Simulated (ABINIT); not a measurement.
# TaAs (I4_1md) in ABINIT: optical spectrum with PBEsol

Aim: the optical spectrum of TaAs with PBEsol.

Program: ABINIT 10.8.3 (patched build). These are calculated values, not measurements. Logs are shortened: lines on timing, memory, paths and dates and some standing lists are left out, and cuts for length are marked. The log counts tension as positive stress, the text compression.

## Step 1: The crystal as given

The structure is tetragonal, space group I4_1md (No. 109). The conventional cell has a = 3.444 Å, b = 3.444 Å, c = 11.736 Å, α = 90.00°, β = 90.00°, γ = 90.00°. Ta (site symmetry 2mm) is surrounded by 6 As at 2.61 to 2.62 Å. As (site symmetry 2mm) is surrounded by 6 Ta at 2.61 to 2.62 Å.

The cell is a database's computed one.

## Step 2: Optical spectrum, PBEsol

run.abi

```
ndtset 3

pp_dirpath "./"
pseudos "Ta.upf, As.upf"

acell 12.0056399783 12.0056399783 12.0056399783
rprim
    -0.2710189293     0.2710189293     0.9236327625
     0.2710189293    -0.2710189293     0.9236327625
     0.2710189293     0.2710189293    -0.9236327625
ntypat 2
znucl 73 33
natom 4
typat 1 1 2 2
xred
   0.4999673000   0.4999673000            0.0
   0.2499673000   0.7499673000            1/2
   0.0826321200   0.0826321200            0.0
   0.8326321200   0.3326321200            1/2

ecut 38.0

ngkpt 12 12 12
nshiftk 1
shiftk 0.0 0.0 0.0
istwfk *1

ixc -116133

occopt 3
tsmear 0.00183747

nstep 80

iomode 3
prteig 0
prtebands 0

nband1 34
tolvrs1 1.0e-12
prtden1 1
prtwf1 0
kptopt1 1

iscf2 -3
getden2 1
nband2 40
nbdbuf2 4
tolwfr2 1.0e-12
nstep2 120
prtden2 0
kptopt2 1

optdriver3 8
wfk_task3 "wfk_optics_fullbz"
getwfk3 2
nband3 36
kptopt3 1
prtevk3 1
inclvkb3 2
```

optic.abi

```
&FILES
 ddkfile_1 = 'runo_DS3_1_EVK.nc',
 ddkfile_2 = 'runo_DS3_2_EVK.nc',
 ddkfile_3 = 'runo_DS3_3_EVK.nc',
 wfkfile = 'runo_DS3_WFK.nc'
/
&PARAMETERS
 broadening = 0.001837,
 domega = 0.002,
 maxomega = 0.8,
 scissor = 0.000000,
 tolerance = 0.002
/
&COMPUTATIONS
 num_lin_comp = 2,
 lin_comp = 11,33,
 num_nonlin_comp = 0
/
```

Potentials or basis: PseudoDojo NC SR PBEsol v0.4.1 standard.

Command:

```bash
$ mpirun --bind-to none -np 4 abinit run.abi > log 2>&1
$ optic optic.abi > optic.log 2>&1
```

run.abo:

```text
.Version 10.8.3 of ABINIT
 DATASET    1 : space group I4_1 m d (#109); Bravais tI (body-center tetrag.)
================================================================================
 Values of the parameters that define the memory need for DATASET  1.
     intxc =       0    ionmov =       0      iscf =       7    lmnmax =       8
     lnmax =       8     mgfft =      72  mpssoang =       4    mqgrid =    3001
     natom =       4  nloc_mem =       1    nspden =       1   nspinor =       1
    nsppol =       1      nsym =       8    n1xccc =    2501    ntypat =       2
    occopt =       3   xclevel =       2
       mpw =        5290          nfft =      373248          nkpt =         163
================================================================================
================================================================================
[... 13 lines left out ...]
 DATASET    3 : space group I4_1 m d (#109); Bravais tI (body-center tetrag.)
================================================================================
 Values of the parameters that define the memory need for DATASET  3.
     intxc =       0    ionmov =       0      iscf =       7    lmnmax =       8
     lnmax =       8     mgfft =      72  mpssoang =       4    mqgrid =    3001
     natom =       4  nloc_mem =       1    nspden =       1   nspinor =       1
    nsppol =       1      nsym =       8    n1xccc =    2501    ntypat =       2
    occopt =       3   xclevel =       2
       mpw =        5290          nfft =      373248          nkpt =         163
================================================================================
================================================================================

--------------------------------------------------------------------------------
------------- Echo of variables that govern the present computation ------------
--------------------------------------------------------------------------------
 -outvars: echo values of preprocessed input variables --------
            acell      1.2005639978E+01  1.2005639978E+01  1.2005639978E+01 Bohr
              amu      1.80947900E+02  7.49215900E+01
             ecut      3.80000000E+01 Hartree
           getden1          0
           getden2          1
           getden3          0
           getwfk1          0
           getwfk2          0
           getwfk3          2
             iscf1          7
             iscf2         -3
             iscf3          7
                       outvar_i_n : Printing only first  50 k-points.
              ixc     -116133
           jdtset        1    2    3
                       outvar_i_n : Printing only first  50 k-points.
         kptrlatt       12    0    0      0   12    0      0    0   12
          kptrlen      7.80901366E+01
            natom           4
            nband1         34
            nband2         40
            nband3         36
           nbdbuf1          0
           nbdbuf2          4
           nbdbuf3          0
           ndtset           3
            ngfft          72      72      72
             nkpt         163
            nstep1         80
            nstep2        120
            nstep3         80
[... 358 lines left out ...]
kinetic             :  1.86786402636152E+02
hartree             :  6.97164239897891E+01
xc                  : -7.65615156472625E+01
Ewald energy        : -2.27827661951450E+02
psp_core            :  1.20445166517150E+01
local_psp           : -2.10842936959936E+02
non_local_psp       : -9.54323928461903E+01
internal            : -3.42117164127183E+02
'-kT*entropy'       : -1.50808366863959E-04
total_energy        : -3.42117314935550E+02
...

--- !EnergyTermsDC
iteration_state     : {dtset: 2, }
comment             : '"Double-counting" decomposition of free energy'
band_energy         : -3.25558712033944E+01
Ewald energy        : -2.27827661951450E+02
psp_core            :  1.20445166517150E+01
xc_dc               : -9.37781466710447E+01
internal            : -3.42117163174174E+02
'-kT*entropy'       : -1.50808366863959E-04
total_energy_dc     : -3.42117313982541E+02
...

================================================================================
== DATASET  3 ==================================================================

--- !DatasetInfo
iteration_state: {dtset: 3, }
dimensions: {natom: 4, nkpt: 163, mband: 36, nsppol: 1, nspinor: 1, nspden: 1, mpw: 5290, }
cutoff_energies: {ecut:  38.0, pawecutdg:  -1.0, }
electrons: {nelect:   5.60000000E+01, charge:   0.00000000E+00, occopt:   3.00000000E+00, tsmear:   1.83747000E-03, }
meta: {optdriver: 8, wfk_task: 7, }
...

 mkfilename : getwfk/=0, take file _WFK from output of DATASET   2.

--------------------------------------------------------------------------------

 Computation of velocity matrix elements (DDK)

 Parameters extracted from the Abinit header:
    ecut:     38.0
    nkpt:    1728
    mband:   40
    nsppol:  1
    nspinor: 1
    useylm:  0
    inclvkb: 2
    bmin: 1, bmax: 40
    Computing diagonal and off-diagonal matrix elements
    Between band index bmin: 1, bmax: 40

== END DATASET(S) ==============================================================
================================================================================

 -outvars: echo values of variables after computation  --------
            acell      1.2005639978E+01  1.2005639978E+01  1.2005639978E+01 Bohr
           etotal1    -3.4211731398E+02
           etotal2    -3.4211731398E+02
           etotal3     0.0000000000E+00
            fcart1     9.6813405700E-21 -1.2584393099E-19  3.8530888459E-04
                       9.6813405700E-21 -1.2584393099E-19  3.8530888459E-04
                      -6.3891449194E-20  2.3426414824E-19 -3.8530888459E-04
                       4.4528768054E-20  1.7423713742E-20 -3.8530888459E-04
            fcart3     0.0000000000E+00  0.0000000000E+00  0.0000000000E+00
                       0.0000000000E+00  0.0000000000E+00  0.0000000000E+00
                       0.0000000000E+00  0.0000000000E+00  0.0000000000E+00
                       0.0000000000E+00  0.0000000000E+00  0.0000000000E+00
            rprim     -2.7101892930E-01  2.7101892930E-01  9.2363276250E-01
                       2.7101892930E-01 -2.7101892930E-01  9.2363276250E-01
                       2.7101892930E-01  2.7101892930E-01 -9.2363276250E-01
           strten1     1.5388589865E-04  1.5388589865E-04  1.7309909716E-04
                       0.0000000000E+00  0.0000000000E+00  0.0000000000E+00
           strten3     0.0000000000E+00  0.0000000000E+00  0.0000000000E+00
                       0.0000000000E+00  0.0000000000E+00  0.0000000000E+00
           xangst     -1.2176748481E-16  1.7316333651E-16  5.8675577688E+00
                       1.7218133611E+00  0.0000000000E+00  2.9335870027E+00
                       1.1224381219E-17 -2.7299293112E-18  9.6976089769E-01
                      -1.1750094465E-16  1.7218133611E+00  3.9037316638E+00
             xred      4.9996730000E-01  4.9996730000E-01  1.4924919524E-17
                       2.4996730000E-01  7.4996730000E-01  5.0000000000E-01
                       8.2632120000E-02  8.2632120000E-02  2.4667168055E-18
                       8.3263212000E-01  3.3263212000E-01  5.0000000000E-01
 Calculation completed.
```

optic_0001_0001-linopt.out:

```text
#calculated the component:  1  1  of dielectric function
 #broadening:    0.000000E+00    1.837000E-03
 #scissors shift:    0.000000E+00
 #energy window:    7.921488E+01eV    2.911093E+00Ha
 # Energy(eV)         Im(eps(w))
    2.721139E-01    1.495320E+02
    8.163416E-01    3.939607E+01
    1.360569E+00    2.846263E+01
    1.904797E+00    2.008028E+01
    2.449025E+00    2.031929E+01
    2.993252E+00    1.447735E+01
[... 32 lines left out ...]
    2.095277E+01    1.287581E-02
    2.149700E+01    9.038743E-03
[... 169 lines left out ...]
    1.904797E+00    4.966950E-01
    2.449025E+00    5.032581E-01
    2.993252E+00    4.312876E-01
[... 32 lines left out ...]
    2.095277E+01    2.288238E-01
    2.149700E+01    1.550931E-01
 # Energy(eV)         absorption coeff (in 10^6 m-1) = omega Im(eps) / c n(eps)
    1.632683E-01    1.616233E+01
    7.074960E-01    2.441219E+01
    1.251724E+00    3.934312E+01
    1.795951E+00    5.030600E+01
    2.340179E+00    6.044294E+01
    2.884407E+00    6.683757E+01
[... 32 lines left out ...]
    2.084392E+01    4.116142E+00
    2.138815E+01    2.508640E+00
```

Wall time 35 min (4 MPI ranks of Intel Xeon Platinum 8259CL at 2.50GHz (Skylake/Cascade Lake), shared host); peak memory 7.9 GiB.

What came out:

```yaml
Free_energy: -9309.4864 eV
Pressure: -4.7 GPa
Largest_force: 0.020 eV/Å
Band_gap_on_the_k_mesh: none (metal or under the smearing width)
```

Forces on the atoms (eV/Å):
```
Ta   0.000  0.000  0.020
Ta   0.000  0.000  0.020
As   0.000  0.000 -0.020
As   0.000  0.000 -0.020
```

Dielectric function (mean over the directions given):
| energy (eV) | real part | imaginary part |
| --- | --- | --- |
| 0.33 | -2.13 | 73.04 |
| 1.31 | 14.39 | 22.79 |
| 2.29 | 10.96 | 19.47 |
| 3.37 | 5.98 | 15.01 |
| 4.35 | 3.80 | 17.76 |
| 5.44 | 0.20 | 16.29 |
| 6.42 | -4.40 | 11.79 |
| 7.51 | -6.87 | 8.72 |
| 8.49 | -5.79 | 4.92 |
| 9.58 | -4.76 | 4.04 |
| 10.56 | -4.12 | 2.39 |
| 11.65 | -2.94 | 1.59 |
| 12.63 | -2.63 | 0.96 |
| 13.71 | -1.88 | 0.67 |
| 14.69 | -1.48 | 0.27 |
| 15.78 | -1.02 | 0.13 |
| 16.76 | -0.68 | 0.06 |
| 17.85 | -0.38 | 0.03 |
| 18.83 | -0.18 | 0.02 |
| 19.92 | 0.00 | 0.02 |

Caveat: the intraband (Drude) term is left out; spectra need much finer meshes, so this one isn't converged; independent-particle spectra lack excitons. Spin-orbit coupling is left out, which matters for the levels of Ta.
